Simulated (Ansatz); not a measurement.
Run this with the Ansatz DFT code, driven from Python and show what comes out.

Input file `c2h4osi.yaml`:
```yaml
crystal:
  periodic: [false, false, false]
  atoms:
    - { symbol: O, position_ang: [1.5301, -0.6017, 2.2365] }
    - { symbol: C, position_ang: [1.154, -0.3831, 1.1086] }
    - { symbol: C, position_ang: [0.7795, -0.1867, -0.1354] }
    - { symbol: Si, position_ang: [-0.8205, 0.2564, -0.4895] }
    - { symbol: H, position_ang: [1.5287, -0.291, -0.9426] }
    - { symbol: H, position_ang: [-1.2695, 1.5394, 0.1653] }
    - { symbol: H, position_ang: [-1.0275, 0.4173, -1.9472] }
    - { symbol: H, position_ang: [-1.7827, -0.8078, -0.0514] }
basis:
  gaussian: { orbitals: def2-SVP }
correlation:
  method: mp2
output:
  forces: true
```

The script, `deck.py`:
```python
"""Run C2H4OSi from an input written out key by key."""

import ansatz as az
import numpy as np


def main() -> None:
    session = az.Session.from_deck("c2h4osi.yaml")
    rep = session.plan(threads=1).execute().report

    for key in ("converged", "free_energy_ev", "reference_energy_ev", "n_frozen", "n_occupied", "n_virtual"):
        print(f"{key:22s} {rep[key]}")
    symbols = ["O", "C", "C", "Si", "H", "H", "H", "H"]
    parts = rep["correlation"]
    for name in ("random_phase", "coupled_cluster", "perturbative"):
        if name in parts:
            print(f"{name:16s} {parts[name]['energy']['hartree']:12.7f} Ha")
    if "second_order" in parts:
        pair = parts["second_order"]
        print(f"MP2 same spin {pair['same_spin']['hartree']:.7f} Ha, opposite spin {pair['opposite_spin']['hartree']:.7f} Ha")
    field = rep["mean_field"]
    print("<S^2> =", round(abs(field["state"]["spin_squared"]), 4), " all-electron relativity setting:", field["relativity"])
    print("passes:", field["passes"])
    if "symmetry" in field:
        print("occupied orbitals by irrep:", field["symmetry"]["occupied"])

    print("forces (eV/A)")
    for symbol, f in zip(symbols, rep["forces_ev_ang"]):
        print(f"  {symbol:2s} {f[0]:9.4f} {f[1]:9.4f} {f[2]:9.4f}")
    charges = rep["charge_distribution"]
    dipole = np.array(charges["dipole_moment_e_ang"]) * 4.803205
    print("dipole (D): {:.3f} {:.3f} {:.3f}, length {:.3f}".format(*dipole, np.linalg.norm(dipole)))
    print("atom  Mulliken   Lowdin")
    for symbol, m, l in zip(symbols, charges["mulliken_charges_e"], charges["lowdin_charges_e"]):
        print(f"{symbol:4s} {m:9.3f} {l:8.3f}")


if __name__ == "__main__":
    main()
```

```console
$ python deck.py
converged              True
free_energy_ev         -12031.313542969314
reference_energy_ev    -12016.49074362704
n_frozen               8
n_occupied             [11, 11]
n_virtual              [61, 61]
MP2 same spin -0.1333602 Ha, opposite spin -0.4113677 Ha
<S^2> = 0.0  all-electron relativity setting: none
passes: {'evaluations': 14, 'products': 45}
occupied orbitals by irrep: [{'A': 19}, {'A': 19}]
forces (eV/A)
  O    -1.4221    0.8091   -3.4090
  C     2.1932   -1.1177    3.8155
  C     4.1140   -0.8520    0.1155
  Si   -5.1434    1.2654   -0.8604
  H    -0.1317   -0.0158    0.5303
  H     0.1560   -0.3266   -0.1263
  H     0.1721    0.0215   -0.0629
  H     0.0621    0.2162   -0.0026
dipole (D): 0.902 -0.029 -0.862, length 1.248
atom  Mulliken   Lowdin
O       -0.102    0.159
C        0.292   -0.019
C       -0.539   -0.306
Si       0.570    0.375
H        0.148    0.079
H       -0.122   -0.099
H       -0.122   -0.090
H       -0.123   -0.100
```

Caveats:
- Total energies depend on the basis set; only differences at equal settings carry meaning.
- The geometry is a force-field or estimated start, not a minimum of this method, and the basis set is short of its limit.
- The Löwdin charges here are taken after orthogonalising the functions within each atom; they differ from plain Löwdin charges, and their signs can be unphysical.
- Hardware and time: 2.2 s on 1 thread of Arm Neoverse V1 (shared host), peak memory 0.2 GiB.
